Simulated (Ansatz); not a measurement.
# C₄H₁₁BO: up Jacob's ladder to CCSD(T)

The task here is to estimate one member of a computed series from the others.

Computed with Ansatz 0.2.0, Gaussian basis. Level: functionals in def2-TZVPP, the program's frozen cores in correlated methods.

Levels to be run: LDA (SPW92), PBE-D4, revPBE-D4, BLYP-D4, r2SCAN-D4, B97M-V, PBE0-D4, B3LYP-D4, r2SCANh-D4, r2SCAN0-D4, HSE06-D4, BHLYP-D4, CAM-B3LYP-D4, LC-ωPBE, ωB97X-V, ωB97M-V, B2PLYP, PBE-QIDH; CCSD(T)/def2-SVP; MP2/def2-TZVPP; RPA on PBE.

1 further run of the same task is left out (it didn't finish). Runs told in other sessions of the task aren't counted.

## Structure used throughout

The geometry comes from an earlier relaxation with PBE0-D4 in a triple-zeta def2 set; it is a stationary point, not always the lowest conformer.

SMILES `[BH3-][O+]1CCCC1`, 17 atoms, charge 0, spin multiplicity 1.

Atoms are counted from 1 here; the program's logs count them from 0.

Bond lengths: B1–O2 1.631 Å, B1–H7 1.208 Å, B1–H8 1.215 Å, B1–H9 1.208 Å, O2–C3 1.442 Å, O2–C6 1.442 Å, C3–C4 1.523 Å, C3–H10 1.087 Å, C3–H11 1.093 Å, C4–C5 1.541 Å, C4–H12 1.089 Å, C4–H13 1.090 Å, C5–C6 1.523 Å, C5–H14 1.090 Å, C5–H15 1.089 Å, C6–H16 1.093 Å, C6–H17 1.087 Å. Angles: O2–B1–H7 103.3°, O2–B1–H8 105.5°, O2–B1–H9 103.3°, H7–B1–H8 114.1°, H7–B1–H9 114.8°, H8–B1–H9 114.1°, B1–O2–C3 114.5°, B1–O2–C6 114.5°, C3–O2–C6 105.4°, O2–C3–C4 105.4°, O2–C3–H10 106.8°, O2–C3–H11 106.8°, C4–C3–H10 115.1°, C4–C3–H11 112.2°, H10–C3–H11 109.9°, C3–C4–C5 104.3°, C3–C4–H12 110.5°, C3–C4–H13 110.9° and more.

The first run:

in.yaml

```yaml
crystal:
  periodic: [false, false, false]
  atoms:
    - {symbol: B, position_ang: [-0.434747, -1.544110, 1.170763]}
    - {symbol: O, position_ang: [0.187203, -0.046650, 0.993050]}
    - {symbol: C, position_ang: [1.307297, 0.031648, 0.087792]}
    - {symbol: C, position_ang: [0.700322, 0.262967, -1.289268]}
    - {symbol: C, position_ang: [-0.682392, 0.877906, -0.997518]}
    - {symbol: C, position_ang: [-0.754543, 0.939350, 0.522521]}
    - {symbol: H, position_ang: [0.501226, -2.187402, 1.580880]}
    - {symbol: H, position_ang: [-0.813602, -1.870924, 0.063766]}
    - {symbol: H, position_ang: [-1.326689, -1.382155, 1.968430]}
    - {symbol: H, position_ang: [1.864187, -0.895057, 0.196464]}
    - {symbol: H, position_ang: [1.920165, 0.875572, 0.415585]}
    - {symbol: H, position_ang: [0.592598, -0.680437, -1.822287]}
    - {symbol: H, position_ang: [1.332631, 0.920038, -1.887151]}
    - {symbol: H, position_ang: [-0.797768, 1.871505, -1.431675]}
    - {symbol: H, position_ang: [-1.473173, 0.242097, -1.392656]}
    - {symbol: H, position_ang: [-0.422197, 1.905038, 0.912572]}
    - {symbol: H, position_ang: [-1.719718, 0.679913, 0.948930]}
basis:
  gaussian: {orbitals: def2-TZVPP}
hamiltonian: {xc: lda}
output: {orbitals: {seedname: orbitals}}
```

On the command line:

```sh
ansatz run in.yaml --threads 4 --pin off --events-out ev --progress --plain --max-ram 11315MiB
```

Among the steps run: LDA; PBE-D4 (GGA); revPBE-D4 (GGA); BLYP-D4 (GGA); r2SCAN-D4 (meta-GGA); B97M-V (meta-GGA); PBE0-D4 (hybrid); B3LYP-D4 (hybrid); r2SCANh-D4 (hybrid); r2SCAN0-D4 (hybrid); HSE06-D4 (hybrid); BHLYP-D4 (hybrid); CAM-B3LYP-D4 (range-separated); LC-ωPBE (range-separated); ωB97X-V (range-separated); ωB97M-V (range-separated); B2PLYP (double hybrid); PBE-QIDH (double hybrid).

One table of the session follows, with a row left open; its other results are not shown here.

It belongs to the step «Frontier levels by functional». 

```
  functional  HOMO (eV)  LUMO (eV)  gap (eV)
 LDA (SPW92)      -6.29      -0.37      5.92
      PBE-D4      -6.23      -0.14      6.09
   revPBE-D4      -6.19      -0.04      6.15
     BLYP-D4      -6.17      -0.10      6.06
   r2SCAN-D4      -6.54       0.44      6.98
      B97M-V          ?          ?         ?
     PBE0-D4      -7.63       0.72      8.35
    B3LYP-D4      -7.44       0.41      7.85
  r2SCANh-D4      -7.06       0.73      7.79
  r2SCAN0-D4      -7.84       1.14      8.97
    HSE06-D4      -7.22       0.35      7.57
    BHLYP-D4      -9.00       1.40     10.40
CAM-B3LYP-D4      -9.10       1.55     10.65
     LC-ωPBE     -10.47       2.83     13.30
     ωB97X-V     -10.14       2.63     12.77
     ωB97M-V     -10.00       2.22     12.22
```

**Question.** Estimate the row for B97M-V.

As computed: HOMO (eV): -6.68; LUMO (eV): 0.01; gap (eV): 6.69. In the column «HOMO (eV)» it lies between r2SCANh-D4 (-7.06) and r2SCAN-D4 (-6.54).
